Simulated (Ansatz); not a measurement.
**CH₆BFSeSi: one species, many methods**

Aim: compute CH₆BFSeSi with functionals from several rungs and with coupled cluster, and see how far each lands from CCSD(T) at the basis-set limit for the atomisation energy.

Program: Ansatz 0.2.0, Gaussian basis. Level of theory: functionals in def2-TZVPP, the program's frozen cores in correlated methods. These are calculated values, not measurements.

Levels to be run: LDA (SPW92), PBE-D4, revPBE-D4, BLYP-D4, r2SCAN-D4, B97M-V, PBE0-D4, B3LYP-D4, r2SCANh-D4, r2SCAN0-D4, HSE06-D4, BHLYP-D4, CAM-B3LYP-D4, LC-ωPBE, ωB97X-V, ωB97M-V, B2PLYP, PBE-QIDH; CCSD(T)/def2-SVP; CCSD(T)/def2-TZVPP; MP2/def2-QZVPP; extrapolation to the limit; RPA on PBE.

**1. The geometry**

An earlier PBE0-D4 in a triple-zeta def2 set relaxation fixed the geometry.

11 atoms, charge 0, spin multiplicity 1.

Atoms are counted from 1 here; the program's logs count them from 0.

Bond lengths: B1–C2 1.538 Å, B1–Se4 2.242 Å, B1–H6 1.195 Å, B1–H7 1.193 Å, C2–F3 1.354 Å, C2–Se4 2.064 Å, C2–H8 1.087 Å, Se4–Si5 2.301 Å, Si5–H9 1.480 Å, Si5–H10 1.483 Å, Si5–H11 1.479 Å. Angles: C2–B1–Se4 63.0°, C2–B1–H6 117.2°, C2–B1–H7 119.3°, Se4–B1–H6 104.2°, Se4–B1–H7 110.1°, H6–B1–H7 122.4°, B1–C2–F3 121.4°, B1–C2–Se4 75.4°, B1–C2–H8 124.5°, F3–C2–Se4 111.8°, F3–C2–H8 109.7°, Se4–C2–H8 105.5°, B1–Se4–C2 41.6°, B1–Se4–Si5 99.0°, C2–Se4–Si5 95.7°, Se4–Si5–H9 109.8°, Se4–Si5–H10 103.5°, Se4–Si5–H11 110.6° and more.

Geometry (Å):

| atom | x (Å) | y (Å) | z (Å) |
| --- | --- | --- | --- |
| B1 | -1.0119 | 1.2844 | 0.4137 |
| C2 | -1.4201 | 0.0403 | -0.3925 |
| F3 | -0.8530 | -0.2436 | -1.5893 |
| Se4 | -0.3059 | -0.7010 | 1.1785 |
| Si5 | 1.6679 | -0.8586 | 0.0067 |
| H6 | -1.7730 | 1.6665 | 1.2520 |
| H7 | -0.0830 | 1.9378 | 0.0491 |
| H8 | -2.3877 | -0.4508 | -0.3200 |
| H9 | 1.5443 | -1.8882 | -1.0499 |
| H10 | 2.6446 | -1.2981 | 1.0331 |
| H11 | 2.0432 | 0.4542 | -0.5607 |

**2. LDA**

This LDA is Slater exchange with PW92 correlation.

in.yaml reads:

```yaml
crystal:
  periodic: [false, false, false]
  atoms:
    - {symbol: B, position_ang: [-1.011926, 1.284386, 0.413701]}
    - {symbol: C, position_ang: [-1.420125, 0.040273, -0.392508]}
    - {symbol: F, position_ang: [-0.852951, -0.243565, -1.589294]}
    - {symbol: Se, position_ang: [-0.305887, -0.701049, 1.178481]}
    - {symbol: Si, position_ang: [1.667918, -0.858586, 0.006681]}
    - {symbol: H, position_ang: [-1.773030, 1.666488, 1.251959]}
    - {symbol: H, position_ang: [-0.083001, 1.937831, 0.049057]}
    - {symbol: H, position_ang: [-2.387673, -0.450811, -0.320002]}
    - {symbol: H, position_ang: [1.544310, -1.888177, -1.049904]}
    - {symbol: H, position_ang: [2.644578, -1.298062, 1.033133]}
    - {symbol: H, position_ang: [2.043186, 0.454170, -0.560705]}
basis:
  gaussian: {orbitals: def2-TZVPP}
hamiltonian: {xc: lda}
output: {orbitals: {seedname: orbitals}}
```

Further steps of the session: PBE-D4 (GGA); revPBE-D4 (GGA); BLYP-D4 (GGA); r2SCAN-D4 (meta-GGA); B97M-V (meta-GGA); PBE0-D4 (hybrid); B3LYP-D4 (hybrid); r2SCANh-D4 (hybrid); r2SCAN0-D4 (hybrid); HSE06-D4 (hybrid); BHLYP-D4 (hybrid); CAM-B3LYP-D4 (range-separated); LC-ωPBE (range-separated); ωB97X-V (range-separated); ωB97M-V (range-separated); B2PLYP (double hybrid); PBE-QIDH (double hybrid); CCSD(T) in def2-SVP; CCSD(T) in def2-TZVPP; MP2 in def2-QZVPP; RPA on PBE orbitals.

Before running them: what should the planned runs give, taken together? Wanted: atomisation energy, CCSD(T)/CBS; farthest beyond LDA; mean size of error, GGA; mean size of error, meta-GGA; mean size of error, hybrid; mean size of error, range-separated; mean size of error, double hybrid; gap, smallest and largest; T1 diagnostic.

As calculated:

| quantity | value |
| --- | --- |
| atomisation energy, CCSD(T)/CBS | 866.6 kcal/mol |
| functionals within 8.7 kcal/mol (1.0 %) | revPBE-D4, BLYP-D4, r2SCAN-D4, B97M-V, PBE0-D4, B3LYP-D4, r2SCANh-D4, r2SCAN0-D4, HSE06-D4, CAM-B3LYP-D4, LC-ωPBE, ωB97X-V, ωB97M-V, PBE-QIDH |
| farthest beyond LDA | BHLYP-D4 (-22.2 kcal/mol) |
| mean size of error, GGA | 7.2 kcal/mol |
| mean size of error, meta-GGA | 4.8 kcal/mol |
| mean size of error, hybrid | 5.7 kcal/mol |
| mean size of error, range-separated | 3.8 kcal/mol |
| mean size of error, double hybrid | 8.1 kcal/mol |
| gap, smallest and largest | 4.80 eV (LDA (SPW92)), 11.68 eV (LC-ωPBE) |
| T1 diagnostic | 0.0118 |
| triples share of the correlation energy | 3.7 % |

In words: The LDA atomisation energy is off by 128.3 kcal/mol (15 %): it overbinds. PBE-D4 misses by +16.0 kcal/mol. Double hybrids carry the basis error of their MP2 part in triple zeta, and no dispersion term here, so their miss is partly the set-up's. The rungs range-separated, meta-GGA, hybrid, GGA, double hybrid miss on average by less than the doubt on the reference (8.7 kcal/mol), so they tie. The reference freezes the cores and leaves out relativity and excitations past (T), and its outer-core shells are covered unevenly, so misses under about 8.7 kcal/mol can't be ranked. All levels share the lack of spin-orbit coupling, which lowers the free heavy atoms and so the true binding. Hartree-Fock recovers 73 % of the binding; the rest is correlation. CCSD(T) in def2-SVP is off by -51.9 kcal/mol, worse than the median functional, from the basis alone. The gap grows from 4.8 to 11.7 eV across the functionals, mostly with the share of exact exchange. Correlated methods include outer-core shells of Se, which these sets cover unevenly.
